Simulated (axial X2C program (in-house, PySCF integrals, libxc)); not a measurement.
**All-electron X2C curves of TeMo⁺**

Aim: find the lowest determinant of TeMo⁺, scan the bond at several levels and fit the constants, once spin-free and once with spin–orbit coupling.

Method: all-electron X2C, Te dyall-cv3z, Mo dyall-cv3z; program: an in-house X2C program for linear molecules on PySCF integrals.

All values are calculated.

## 1. The job

Input file task.json:

```json
{
 "zs": [
  52,
  42
 ],
 "q": 1,
 "bas": [
  "dyall-cv3z",
  "dyall-cv3z"
 ],
 "levels": [
  "PBE0",
  "HF",
  "BLYP"
 ],
 "cc": true,
 "r0": 2.49,
 "thr": -1.0,
 "nmax": 90,
 "npts": 10,
 "nst": 2,
 "ntry": 6
}
```

Keys: zs atomic numbers; q charge; bas basis sets; levels methods (HF also brings MP2); cc coupled cluster on or off; r0 starting distance in Å; thr threshold in hartree for freezing inner shells (an s shell follows its p shell); nmax most natural virtual spinors; npts points asked for on the curve; nst determinants followed; ntry starts of the search.

Run with:

```
> python so2c.py task.json out
```

Spin-free means the one-electron spin-free X2C Hamiltonian; two-component (2c) means X2C with spin–orbit coupling and atomic mean-field two-electron Coulomb and Gaunt terms. Basis: Te dyall-cv3z contracted to [11s12p8d4f1g], Mo dyall-cv3z contracted to [11s12p9d5f3g]; Gaussian nuclei, density fitting. Masses: Te 129.906 u, Mo 97.905 u.

Notation: σ, π±, δ± give the projection m of an orbital's angular momentum (0, ±1, ±2), α and β its spin, Λ and M_S the sums; ω is the projection of a spinor's total angular momentum and Ω the sum. Logs are in hartree.

The results follow Hamiltonian by Hamiltonian and level by level.

## 2. State search with PBE0

Determinants are compared with PBE0 at 2.490 Å.

Spin-free determinants:

```tsv
ΔE (eV)	state	open shells
0.00	M_S = 3/2, Λ = 0	beyond closed shells: σα, δ+α, δ-α
0.94	M_S = 3/2, Λ = 1	beyond closed shells: π+α, δ+α, δ-α
1.39	M_S = 5/2, Λ = 0	beyond closed shells: σα, π+α, π+β, 2 × π-α, δ+α, δ-α
1.39	M_S = 5/2, Λ = 2	beyond closed shells: σα, 2 × π+α, π+β, π-α, δ+α, δ-α
1.85	M_S = 3/2, Λ = 3	beyond closed shells: σα, π+α, δ+α
1.87	M_S = 3/2, Λ = 1	beyond closed shells: σα, π-α, δ+α
1.96	M_S = 7/2, Λ = 0	beyond closed shells: σα, 2 × π+α, 2 × π-α, δ+α, δ-α
```

Two-component determinants:

```csv
ΔE (eV),state,open shells
0.00,Ω = 3/2,"excess of +ω over −ω: ω = 1/2, ω = -3/2, ω = 5/2"
0.74,Ω = 1/2,"excess of +ω over −ω: ω = -1/2, ω = -3/2, ω = 5/2"
1.03,Ω = 5/2,excess of +ω over −ω: ω = 5/2
1.14,Ω = 5/2,excess of +ω over −ω: ω = 5/2
1.31,Ω = 9/2,"excess of +ω over −ω: ω = 1/2, ω = 3/2, ω = 5/2"
1.56,Ω = 3/2,excess of +ω over −ω: ω = 3/2
1.83,Ω = 1/2,"excess of +ω over −ω: 2 × ω = 3/2, ω = -5/2"
```

## 3. PBE0, spin-free

State followed: M_S = 3/2, Λ = 0 (beyond closed shells: σα, δ+α, δ-α). The scan is laid around 2.512 Å, a first estimate of the minimum, and this SCF restarts from the orbitals of the search.

Output at 2.512 Å:

```text
spin-free X2C-1e  PBE0
basis functions 278  fitting functions 1312  grid points 5802
iter        total energy     max residual
   1     -10840.145736877     3.77e+00
   2     -10841.364415203     7.27e-03
   3     -10841.364437407     8.22e-03
   4     -10841.366784943     2.86e-03
   5     -10841.366774046     2.38e-03
   6     -10841.366978668     3.32e-04
   7     -10841.366982130     1.30e-04
   8     -10841.366982762     4.65e-05
   9     -10841.366983074     1.21e-05
  10     -10841.366983086     5.63e-06
  11     -10841.366983088     1.27e-06
converged
one-electron -15804.89721037  Coulomb 4805.12859183  exact exchange -74.31008581  xc functional -227.36910224  nuclear repulsion 460.08082351
```

Along the bond, energies from the lowest point:

| R (Å) | E (eV) | μ (D) | HOMO (eV) | LUMO (eV) | iterations |
| --- | --- | --- | --- | --- | --- |
| 2.185 | 0.8493 | 4.12 | -11.84 | -8.75 | 14 |
| 2.286 | 0.3185 | 4.33 | -11.84 | -8.85 | 13 |
| 2.361 | 0.1122 | 4.44 | -11.83 | -8.90 | 12 |
| 2.437 | 0.0172 | 4.52 | -11.81 | -8.93 | 13 |
| 2.512 | 0.0000 | 4.56 | -11.78 | -8.95 | 11 |
| 2.600 | 0.0473 | 4.57 | -11.73 | -8.96 | 12 |
| 2.688 | 0.1423 | 4.55 | -11.67 | -8.96 | 12 |
| 2.801 | 0.3050 | 4.52 | -11.58 | -8.95 | 12 |
| 2.939 | 0.5310 | 4.47 | -11.47 | -8.93 | 13 |
| 3.140 | 0.8605 | 4.44 | -11.32 | -8.86 | 13 |

Dipoles are positive if Mo is the positive end and refer to the centre of mass.

Outer orbitals at the reference distance:

| symmetry | occupied | ε (eV) | atomic character |
| --- | --- | --- | --- |
| σβ | yes | -22.91 | 72% Te s, 10% Mo p, 9% Mo d |
| σα | yes | -21.52 | 69% Te s, 11% Mo d, 10% Mo p |
| σα | yes | -13.87 | 50% Mo d, 41% Te p, 5% Te s |
| σβ | yes | -13.37 | 73% Te p, 14% Mo d, 7% Mo s |
| π-α | yes | -13.08 | 78% Mo d, 18% Te p |
| π+α | yes | -13.08 | 78% Mo d, 18% Te p |
| π-β | yes | -13.02 | 77% Te p, 13% Mo d, 5% Mo f |
| π+β | yes | -13.02 | 77% Te p, 13% Mo d, 5% Mo f |
| δ+α | yes | -12.78 | 100% Mo d |
| δ-α | yes | -12.78 | 100% Mo d |
| σα | yes | -11.78 | 37% Mo s, 33% Mo d, 28% Te p |
| π-α | no | -8.95 | 61% Te p, 23% Mo d, 10% Mo p |
| π+α | no | -8.95 | 61% Te p, 23% Mo d, 10% Mo p |
| σα | no | -7.39 | 39% Mo p, 37% Mo s, 14% Te p |
| σβ | no | -7.09 | 59% Mo d, 31% Mo s, 6% Te p |

PBE0 fields in the half plane through the axis: z from -2.4 to 4.8 Å across, distance from the axis 0.15 to 2.25 Å upwards; Te lies at z = 0 and Mo at z = 2.512 Å; the ELF is damped to zero where the density is low.

log10 density (e/bohr³). Ten even steps from '0' (-4.78 ) to '9' (1.83 ):
```
0011222222222222222211100
0112233333333333333222100
1122333444443333333322110
1223344444444444444332211
1233445555554445555433221
2234455666555556665543321
2334556777655566776544321
2334556898655567997654321
```

ELF. Ten even steps from ' ' (0.00 ) to '@' (0.85 ):
```
          ..::::::::::::::..::::::....            
      ..--==++++++========--------::::..          
    ..==**############****++----------::..        
  ..==**%%@@@@%%%%%%%%%%##++----====--::..        
  --**%%@@@@%%**++++##%%%%==--==++**==::..        
..==##@@@@%%==----::==####==--**%%%%**--..        
::++%%@@@@**--##@@##::++##--++%%==++%%**::..      
::**@@@@@@==++**@@**++--**--%%--%%%%##%%==..      
```

Re = 2.494 Å, ωe = 224.4 cm⁻¹, ωexe = 0.695 cm⁻¹, Be = 0.04854 cm⁻¹, De = 2.63 eV, μ = 4.55 D. ⟨S²⟩ = 4.78 against 3.75 for a pure state, so this determinant mixes spins.

## 4. HF, spin-free

The SCF at the reference distance of 2.512 Å:

```text
spin-free X2C-1e  HF
basis functions 278  fitting functions 1312  grid points 5802
iter        total energy     max residual
   1     -10836.928138260     3.21e-01
   2     -10836.974392476     9.11e-03
   3     -10836.981807415     4.02e-03
   4     -10836.984518420     4.08e-03
   5     -10836.986270373     1.80e-03
   6     -10836.986913642     9.19e-04
   7     -10836.986996325     3.99e-04
   8     -10836.987021371     1.71e-04
   9     -10836.987026636     1.25e-04
  10     -10836.987028125     6.03e-05
  11     -10836.987028458     2.23e-05
  12     -10836.987028520     7.52e-06
  13     -10836.987028529     5.17e-06
  14     -10836.987028531     1.80e-06
  15     -10836.987028531     7.25e-07
converged
one-electron -15804.59796376  Coulomb 4805.00681036  exact exchange -297.47669863  xc functional 0.00000000  nuclear repulsion 460.08082351
```

No constants are quoted: too few points lie around the minimum for a second fit to confirm the first.

## 5. BLYP, spin-free

Output at 2.512 Å:

```text
spin-free X2C-1e  BLYP
basis functions 278  fitting functions 1312  grid points 5802
iter        total energy     max residual
   1     -10842.391291433     1.16e-01
   2     -10842.405542880     9.08e-03
   3     -10842.287989948     5.37e-02
   4     -10842.406896863     7.37e-03
   5     -10842.408675851     1.45e-03
   6     -10842.408766924     9.19e-04
   7     -10842.408813049     5.19e-04
   8     -10842.408824311     1.04e-04
   9     -10842.408824900     6.35e-05
  10     -10842.408825062     8.04e-06
  11     -10842.408825066     4.30e-06
  12     -10842.408825066     1.06e-06
converged
one-electron -15803.96435171  Coulomb 4804.10772722  exact exchange 0.00000000  xc functional -302.63302409  nuclear repulsion 460.08082351
```

Re = 2.452 Å, ωe = 266.1 cm⁻¹, ωexe = 0.952 cm⁻¹, Be = 0.05024 cm⁻¹, De = 3.43 eV, μ = 4.06 D.

## 6. Correlated methods, spin-free

Correlated methods: 11 electrons correlated (frozen shells, counted by type: Te 4 s, 3 p, 2 d; Mo 4 s, 3 p, 1 d), 343 virtual spinors in MP2, 90 natural virtuals in coupled cluster.

Output of the correlated part at 2.512 Å:

```text
correlated 11  virtual 343  natural virtual 90  E(MP2) -0.188490265  MP2 remainder -0.007805248
iter   CCSD correlation   residual
   1     -0.196760131   1.15e-01
   2     -0.203418437   6.46e-02
   3     -0.206972523   4.32e-02
   4     -0.209638764   2.88e-02
   5     -0.210475156   1.17e-02
   6     -0.210588487   5.03e-03
   7     -0.210659637   2.58e-03
   8     -0.210644373   1.02e-03
   9     -0.210654850   4.14e-04
  10     -0.210656265   1.69e-04
  11     -0.210657380   7.39e-05
  12     -0.210657461   3.13e-05
  13     -0.210657707   1.64e-05
  14     -0.210658062   6.92e-06
  15     -0.210658286   3.39e-06
  16     -0.210658403   1.62e-06
  17     -0.210658414   6.85e-07
(T) -0.010408745  T1 0.0763  D1 0.1472  max T2 0.063
```

T1 in the output is the amplitude norm over the root of the electron number; divide by √2 for the Lee–Taylor value.

MP2: No constants are quoted: the reference is strongly spin-contaminated.

CCSD: Re = 2.551 Å, ωe = 197.2 cm⁻¹, ωexe = 0.949 cm⁻¹, Be = 0.0464 cm⁻¹, De = 2.02 eV. T1 at Re = 0.052 (Lee–Taylor, the printed value over √2).

CCSD(T): Re = 2.520 Å, ωe = 212.9 cm⁻¹, ωexe = 0.995 cm⁻¹, Be = 0.04756 cm⁻¹, De = 2.18 eV. T1 at Re = 0.053 (Lee–Taylor, the printed value over √2).

## 7. A higher determinant, spin-free

State: M_S = 3/2, Λ = 1 (beyond closed shells: π+α, δ+α, δ-α).

Output at the reference distance:

```text
spin-free X2C-1e  PBE0
basis functions 278  fitting functions 1312  grid points 5802
iter        total energy     max residual
   1     -10840.157179780     2.98e+00
   2     -10841.329717151     7.28e-03
   3     -10841.328750860     9.89e-03
   4     -10841.331532128     5.79e-03
   5     -10841.332354421     1.56e-03
   6     -10841.332459041     4.14e-04
   7     -10841.332463238     8.95e-05
   8     -10841.332463924     3.67e-05
   9     -10841.332464333     1.72e-05
  10     -10841.332464379     9.36e-06
  11     -10841.332464388     5.25e-06
  12     -10841.332464392     1.31e-06
  13     -10841.332464393     5.88e-07
converged
one-electron -15806.18676862  Coulomb 4806.46300761  exact exchange -74.31024813  xc functional -227.37927875  nuclear repulsion 460.08082351
```

| R (Å) | E above the lowest PBE0 point (eV) |
| --- | --- |
| 2.185 | 1.972 |
| 2.286 | 1.351 |
| 2.361 | 1.100 |
| 2.437 | 0.975 |
| 2.512 | 0.939 |
| 2.600 | 0.975 |
| 2.688 | 1.066 |
| 2.801 | 1.230 |
| 2.939 | 1.458 |

Re = 2.513 Å, ωe = 229.8 cm⁻¹, ωexe = 0.679 cm⁻¹, Be = 0.04781 cm⁻¹, μ = 6.28 D. ⟨S²⟩ = 4.38 against 3.75 for a pure state, so this determinant mixes spins. Te = 0.94 eV. As a difference of two determinants it need not be a gap between pure terms.

## 8. The spin-free curves together

Energy (eV) of the followed determinant, spin-free, from each level's lowest point:

| R (Å) | PBE0 | HF | MP2 (spin-contaminated) | CCSD | CCSD(T) | BLYP |
| --- | --- | --- | --- | --- | --- | --- |
| 2.185 | 0.849 | 2.315 | 1.120 | n/a | n/a | 0.820 |
| 2.286 | 0.318 | 1.401 | 0.530 | 0.455 | 0.393 | 0.265 |
| 2.361 | 0.112 | 0.930 | 0.265 | 0.198 | 0.156 | 0.068 |
| 2.437 | 0.017 | 0.593 | 0.107 | 0.058 | 0.037 | 0.000 |
| 2.512 | 0.000 | 0.357 | 0.026 | 0.000 | 0.000 | 0.022 |
| 2.600 | 0.047 | 0.175 | 0.000 | 0.002 | 0.026 | 0.122 |
| 2.688 | 0.142 | 0.068 | 0.024 | 0.052 | 0.097 | 0.271 |
| 2.801 | 0.305 | 0.004 | 0.099 | 0.156 | 0.226 | 0.497 |
| 2.939 | 0.531 | 0.000 | 0.228 | n/a | n/a | 0.792 |
| 3.140 | 0.860 | 0.073 | 0.442 | n/a | n/a | 1.208 |

[end of part 1 of 2]
